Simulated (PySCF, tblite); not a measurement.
**C6H3FN3−: geometry, infrared bands and NMR shifts**

What infrared bands and NMR shifts should C6H3FN3− (`Fc1ccc2[n-]nnc2c1`) show?

Computed with tblite 0.8.0 and PySCF 2.14.0, with density-fitted response routines of our own, on a single molecule in the gas phase. Atoms are numbered from 0 throughout.

### 1 The starting structure

13 atoms, charge -1, multiplicity 1; geometry from: force field or distance geometry start.

Bonds of the start (Å): F0–C1 1.35, C1–C2 1.38, C2–C3 1.37, C3–C4 1.38, C4–N5 1.35, N5–N6 1.33, N6–N7 1.32, N7–C8 1.34, C8–C9 1.38, C9–C1 1.39, C8–C4 1.40, C2–H10 1.09, C3–H11 1.08, C9–H12 1.08.

### 2 Geometry optimisation with GFN2-xTB

Job settings and geometry (Å):

```
{"job": {"kind": "relax", "xc": "GFN2-xTB", "basis": "xTB"}, "charge": -1, "multiplicity": 1}
F     -2.629000    -1.241200    -0.669600
C     -1.480600    -0.610400    -0.354400
C     -1.510400     0.668400     0.153500
C     -0.320300     1.279800     0.459300
C      0.898900     0.646300     0.320600
N      2.183700     0.984200     0.532700
N      2.999000    -0.010400     0.203000
N      2.226200    -0.986400    -0.222700
C      0.923300    -0.659000    -0.188800
C     -0.272100    -1.275200    -0.509300
H     -2.450900     1.207400     0.290100
H     -0.294800     2.283000     0.863900
H     -0.277500    -2.286100    -0.896000
```

Launch:

```bash
> OMP_NUM_THREADS=1 python probes_run.py task.json out
```

This one command runs all jobs of the session in turn.

What it wrote:

```text
step      E/eV     max force
  0    -763.63429    3.693
  1    -763.95685    0.860
  2    -763.99606    0.572
  3    -764.01668    0.390
  4    -764.04041    0.363
  5    -764.05401    0.217
  6    -764.05716    0.127
  7    -764.05820    0.092
  8    -764.05901    0.086
  9    -764.05964    0.078
 10    -764.05999    0.053
 11    -764.06020    0.030
 12    -764.06035    0.028
 13    -764.06042    0.016
 14    -764.06044    0.011
 15    -764.06045    0.009
```

It took 0.17 s on 1 thread of Arm Neoverse N1, shared host.

Relaxation path:

```csv
step,energy from step 0 (eV),largest force (eV/Å)
0,0.0000,3.6929
1,-0.3226,0.8604
2,-0.3618,0.5720
3,-0.3824,0.3903
4,-0.4061,0.3629
5,-0.4197,0.2166
6,-0.4229,0.1273
7,-0.4239,0.0919
8,-0.4247,0.0864
9,-0.4253,0.0783
10,-0.4257,0.0532
11,-0.4259,0.0302
12,-0.4261,0.0282
13,-0.4261,0.0160
14,-0.4262,0.0114
15,-0.4262,0.0093
```

Close pairs (by a distance rule), those that changed most:

```csv
bond,before (Å),after (Å),change (Å)
C4–C8,1.401,1.439,+0.038
F0–C1,1.348,1.382,+0.035
C1–C2,1.376,1.399,+0.023
C1–C9,1.388,1.369,-0.019
N5–N6,1.328,1.311,-0.016
C8–C9,1.383,1.396,+0.013
C3–C4,1.381,1.393,+0.012
C2–H10,1.093,1.082,-0.011
```

The end geometry stands in the next job.

### 3 Vibrational analysis with GFN2-xTB

Job settings and geometry (Å):

```
{"job": {"kind": "ir", "xc": "GFN2-xTB", "basis": "xTB"}, "charge": -1, "multiplicity": 1}
F     -2.625742    -1.213252    -0.659211
C     -1.419645    -0.617530    -0.341431
C     -1.470807     0.688101     0.158544
C     -0.309901     1.344582     0.495791
C      0.896234     0.670037     0.320826
N      2.185148     1.013224     0.544096
N      2.916196    -0.018682     0.197905
N      2.217918    -1.041035    -0.244847
C      0.920435    -0.673503    -0.194683
C     -0.265244    -1.328683    -0.531516
H     -2.437899     1.159888     0.270861
H     -0.331773     2.354073     0.885160
H     -0.279308    -2.336735    -0.919222
```

What it wrote:

```text
mode    cm-1     km/mol
  1     143.0      9.55
  2     226.3      0.90
  3     316.3      5.13
  4     357.0      0.28
  5     388.7      0.20
  6     404.5      1.90
  7     450.3      1.79
  8     566.7      1.07
  9     602.1      7.93
 10     677.8      1.44
 11     721.4      2.03
 12     756.2     25.37
 13     794.7     33.92
 14     825.9      7.37
 15     838.0      4.00
 16     880.6      0.01
 17     950.6     53.73
 18     997.0     16.98
 19    1116.6     93.94
 20    1124.6     58.82
 21    1143.7     55.94
 22    1215.0     30.29
 23    1221.8     32.16
 24    1275.3     59.24
 25    1306.9     38.61
 26    1362.8     39.55
 27    1448.8      1.44
 28    1485.1     21.40
 29    1566.6      4.86
 30    1598.8     29.06
 31    3039.8     61.59
 32    3059.2    143.77
 33    3073.0     54.28
```

Run time: 0.71 s. Hardware: 1 thread of Arm Neoverse N1, shared host.

Which atoms move in the most intense modes:

```csv
cm⁻¹,km/mol,atoms
951,53.7,"C2 29 %, C9 19 %, C1 11 %, H11 10 %"
1117,93.9,"H12 37 %, C1 28 %"
1125,58.8,"N6 26 %, H10 23 %, N7 16 %, N5 13 %"
1144,55.9,"H10 28 %, N6 22 %, H11 22 %, N5 11 %"
1275,59.2,"N7 25 %, C8 23 %, C9 10 %"
3040,61.6,"H11 76 %, H10 17 %"
3059,143.8,"H10 74 %, H11 16 %"
3073,54.3,H12 90 %
```

### 4 Shielding tensors: PBE0/pcSseg-1

The job, as its differences from that of step 3:

```diff
@@ -1,2 +1,2 @@
-{"job": {"kind": "ir", "xc": "GFN2-xTB", "basis": "xTB"}, "charge": -1, "multiplicity": 1}
+{"job": {"kind": "nmr", "xc": "PBE0", "basis": "pcSseg-1"}, "charge": -1, "multiplicity": 1}
 F     -2.625742    -1.213252    -0.659211
```

With the program's defaults for keys left out, this is: GIAO PBE0/pcSseg-1 NMR shielding, non-relativistic, gas phase.

What it wrote:

```text
coarse grid: 12648 points
cycle   1  E = -493.8305556357  dE =  2.036e+00  |g| = 5.615e-01  |ddm| = 4.002e+00
cycle   2  E = -493.8123798793  dE =  1.818e-02  |g| = 6.818e-01  |ddm| = 1.891e+00
cycle   3  E = -493.8977653483  dE = -8.539e-02  |g| = 1.331e-01  |ddm| = 9.307e-01
cycle   4  E = -493.9013698489  dE = -3.605e-03  |g| = 4.688e-02  |ddm| = 1.479e-01
cycle   5  E = -493.9019035457  dE = -5.337e-04  |g| = 1.645e-02  |ddm| = 6.821e-02
cycle   6  E = -493.9019688868  dE = -6.534e-05  |g| = 5.757e-03  |ddm| = 2.488e-02
cycle   7  E = -493.9019749933  dE = -6.107e-06  |g| = 2.198e-03  |ddm| = 6.520e-03
final grid: 127944 points
cycle   8  E = -493.9629767491  dE = -3.320e-05  |g| = 7.217e-03  |ddm| = 4.731e-02
cycle   9  E = -493.9629646649  dE =  1.208e-05  |g| = 1.072e-02  |ddm| = 2.046e-02
cycle  10  E = -493.9629877774  dE = -2.311e-05  |g| = 2.003e-03  |ddm| = 1.143e-02
cycle  11  E = -493.9629886550  dE = -8.775e-07  |g| = 5.278e-04  |ddm| = 2.656e-03
cycle  12  E = -493.9629887062  dE = -5.124e-08  |g| = 1.675e-04  |ddm| = 7.000e-04
cycle  13  E = -493.9629887110  dE = -4.788e-09  |g| = 6.768e-05  |ddm| = 2.157e-04
cycle  14  E = -493.9629887119  dE = -9.157e-10  |g| = 1.602e-05  |ddm| = 7.110e-05
converged SCF energy = -493.9629887119

GIAO shielding tensors (ppm)
atom      isotropic    diamagn.    paramagn.     s11        s22        s33       span
  0 F      317.746     480.578    -162.831    264.557    332.231    356.451     91.894
  1 C       21.996     253.997    -232.001    -50.680     42.436     74.232    124.912
  2 C       81.691     255.203    -173.512      2.353     81.133    161.586    159.233
  3 C       69.357     252.422    -183.065    -15.499     51.766    171.802    187.301
  4 C       37.121     249.675    -212.555    -21.998     -7.048    140.408    162.406
  5 N      -94.472     335.106    -429.578   -275.961   -173.430    165.975    441.935
  6 N     -202.025     319.666    -521.691   -494.247   -223.455    111.628    605.875
  7 N      -92.240     334.778    -427.018   -264.355   -173.744    161.379    425.734
  8 C       34.831     250.565    -215.734    -28.967     -4.608    138.068    167.035
  9 C       83.737     251.772    -168.035     17.737     71.848    161.625    143.889
 10 H       25.164      30.664      -5.500     20.816     26.683     27.993      7.176
 11 H       24.026      30.351      -6.325     19.543     25.232     27.303      7.759
 12 H       24.230      29.900      -5.670     19.684     25.193     27.812      8.129
```

Wall time 56 s (1 thread of Arm Neoverse N1, shared host); peak memory 0.83 GiB.

Shifts follow as δ = σ(reference) − σ, with reference shieldings (ppm) from runs at the same level and on the same kind of geometry: 1H TMS 31.72, 13C TMS 186.9, 19F CFCl3 170.9, 15N NH3 267.7. The references are single molecules in the gas phase, so shifts against H2O, NH3, PH3, H3PO4 or CFCl3 are not on the usual liquid scales and can be off by tens of ppm.

```csv
atoms,environment,σ (ppm),δ (ppm)
C1,aromatic carbon bearing fluorine,22.0,164.9
C8,ring-fusion aromatic carbon,34.8,152.1
C4,ring-fusion aromatic carbon,37.1,149.8
C3,aromatic CH,69.4,117.6
C2,aromatic CH,81.7,105.2
C9,aromatic CH,83.7,103.2
H11,hydrogen on an aromatic CH,24.03,7.69
H12,hydrogen on an aromatic CH,24.23,7.49
H10,hydrogen on an aromatic CH,25.16,6.55
F0,aryl fluorine,317.7,-146.8
N6,pyridine-type nitrogen of an azole,-202.0,469.8
N5,pyridine-type nitrogen of an azole,-94.5,362.2
N7,pyridine-type nitrogen of an azole,-92.2,360.0
```

Charges from the same density, by scheme (e):

```csv
atoms,Mulliken,IAO,Hirshfeld,ESP fit
F0,-0.35,-0.32,-0.14,-0.25
C1,0.29,0.24,0.04,0.43
C2,-0.18,-0.24,-0.12,-0.37
C3,-0.05,-0.17,-0.08,-0.59
C4,0.04,0.01,-0.03,0.58
N5,-0.37,-0.31,-0.24,-0.64
N6,-0.13,-0.12,-0.15,-0.07
N7,-0.37,-0.32,-0.25,-0.66
C8,0.04,0.03,-0.02,0.75
C9,-0.12,-0.23,-0.10,-0.89
```

Mayer bond orders: F0–C1 0.81, C1–C2 1.36, C2–C3 1.46, C3–C4 1.34, C4–N5 1.35, N5–N6 1.40, N6–N7 1.37, N7–C8 1.38, C8–C9 1.27, C9–C1 1.50, C8–C4 1.15.

Ring of atoms C1, C2, C3, C4, C8, C9: NICS(0) -11.6, NICS(1) -11.8, NICS(1)zz -28.8 ppm (means of both faces).

Ring of atoms C4, N5, N6, N7, C8: NICS(0) -13.5, NICS(1) -16.4, NICS(1)zz -41.9 ppm (means of both faces).

### 5 Outcome

| quantity | value |
| --- | --- |
| strongest single infrared mode (GFN2-xTB) | 3059 cm⁻¹, 144 km/mol |
| zero-point energy (GFN2-xTB) | 51.4 kcal/mol |
| 13C shifts against TMS (PBE0/pcSseg-1) | 164.9, 152.1, 149.8, 117.6, 105.2, 103.2 ppm |
| 1H shifts against TMS (PBE0/pcSseg-1) | 7.69, 7.49, 6.55 ppm |
| 19F shifts against CFCl3 (PBE0/pcSseg-1) | -146.8 ppm |
| 15N shifts against NH3 (PBE0/pcSseg-1) | 469.8, 362.2, 360.0 ppm |

What this shows: The optimisation took 15 steps and gained 0.426 eV; among the close pairs (by a distance rule), C4–C8 changed most, from 1.401 to 1.439 Å. No mode is imaginary among the 33: a minimum at this level. The strongest single mode, at 3059 cm⁻¹, moves mainly H10. GFN2-xTB is a fitted tight-binding method: band positions and strengths are rough. Its intensities can rank the bands wrongly. At PBE0/pcSseg-1: The widest tensor belongs to N6: span 606 ppm, with a paramagnetic part of -522 ppm. NICS(1)zz of -29 ppm above the planar ring from C1 marks a diatropic (aromatic) ring current. NICS(1)zz of -42 ppm above the planar ring from C4 marks a diatropic (aromatic) ring current.
